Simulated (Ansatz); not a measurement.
# Ga3As2N: the cost of one run

Computed with Ansatz 0.2.0 (DFT PBE, scalar-relativistic, plane waves, PAW, unless a step's input says otherwise).

## Step 1: Starting point

The structure is tetragonal, space group I-4m2 (No. 119). The conventional cell has a = 3.770 Å, b = 3.770 Å, c = 15.995 Å, α = 90.00°, β = 90.00°, γ = 90.00°. Around Ga (site symmetry 2mm) lie 2 N at 2.31 Å and 2 As at 2.31 Å. Ga (site symmetry -4m2) is surrounded by 4 As at 2.31 Å. Around As (site symmetry 2mm) lie 4 Ga at 2.31 Å. N (site symmetry -4m2) has 4 Ga at 2.31 Å as nearest neighbours.

Coordinates:

```
Ga As N
1.0
    -1.88504    1.88504    7.99754
     1.88504   -1.88504    7.99754
     1.88504    1.88504   -7.99754
Ga As N
3 2 1
Direct
  0.66667 0.66667 0.00000
  0.00000 0.00000 0.00000
  0.33333 0.33333 0.00000
  0.08333 0.58333 0.50000
  0.41667 0.91667 0.50000
  0.75000 0.25000 0.50000
```

The start is an ordering of an alloy on its end members' structure types: elements ordered on the sites of the GaN type, As/N on N (I-4m2, No. 119).

## Step 2: Probe: one point on a coarse mesh

input.yaml

```yaml
crystal:
  lattice:
    - [-1.88503942, 1.88503942, 7.99754493]
    - [1.88503942, -1.88503942, 7.99754493]
    - [1.88503942, 1.88503942, -7.99754493]
  atoms:
    - { symbol: Ga, position: [0.66666667, 0.66666667, 0.0] }
    - { symbol: Ga, position: [0.0, 0.0, 0.0] }
    - { symbol: Ga, position: [0.33333333, 0.33333333, 0.0] }
    - { symbol: As, position: [0.08333333, 0.58333333, 0.5] }
    - { symbol: As, position: [0.41666667, 0.91666667, 0.5] }
    - { symbol: "N", position: [0.75, 0.25, 0.5] }
basis:
  ecutwfc: 420
kpoints:
  mp_grid: { grid: [6, 6, 6] }
hamiltonian:
  xc: pbe
scf:
  occupations: { method: gaussian, width: 0.1 }
  lower_state_search: "off"
output:
  forces: true
  stress: true
  eigenvalues: true
```

Started as:

```
> ansatz run input.yaml --threads 1 --pin off --max-ram 2560MiB --backend cpu --events-out ev --progress --plain --runs-dir out
```

Q: Estimate wall time and peak memory on 1 thread of AMD EPYC (Zen 3), shared host.

About 19 s, with a peak of 0.43 GiB.
